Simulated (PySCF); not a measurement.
# CH8B3NO: the cost of one run

Programs: PySCF 2.14.0, with density-fitted response routines of our own. Each step states its level of theory. These are calculated values for one molecule in the gas phase, unless marked as measured. Atoms count from 0, in the outputs and in this text.

## 1. The molecule as given

14 atoms, charge 0, multiplicity 1; geometry from: GFN2-xTB. The atoms were then displaced at random by about 0.01 Å, so the start is not that level's minimum.

Bonds of the start (Å): B0–N1 1.35, N1–C2 1.45, C2–B3 1.66, B3–O4 1.27, O4–B5 1.30, B0–H6 1.20, B0–H7 1.16, N1–H8 1.03, C2–H9 1.11, C2–H10 1.08, B3–H11 1.17, B5–H12 1.17, B5–H13 1.17.

## 2. Relaxing the molecule at PBE0-D3(BJ)/def2-SVP

The job: settings as JSON, then the geometry in Å.

```
{"job": {"xc": "PBE0", "basis": "def2-SVP", "d3": "d3bj", "grid": 1, "shake": 0.01, "kind": "geom"}, "charge": 0, "multiplicity": 1}
B     -2.029370     0.654080    -0.491520
N     -1.099550     0.333830     0.428260
C     -0.586480    -0.986740     0.712740
B      1.027890    -1.147760     0.351490
O      1.629130    -0.164270    -0.190640
B      2.141350     0.913800    -0.713790
H     -2.310720     1.810250    -0.635330
H     -2.570790    -0.161370    -1.110820
H     -0.606410     1.059160     0.969170
H     -0.730270    -1.219030     1.793610
H     -1.165530    -1.714350     0.167250
H      1.559270    -2.163450     0.585320
H      2.606560     1.734890    -0.021690
H      2.127760     1.035890    -1.876690
```

Command:

```bash
$ OMP_NUM_THREADS=1 python probes_run.py task.json out
```

One launch serves the whole session: the jobs run in the order shown.

**Question.** How long does this first job take on 1 thread of Arm Neoverse V1, shared host, and how much memory does it need?

About 63 s, with a peak of 0.53 GiB.
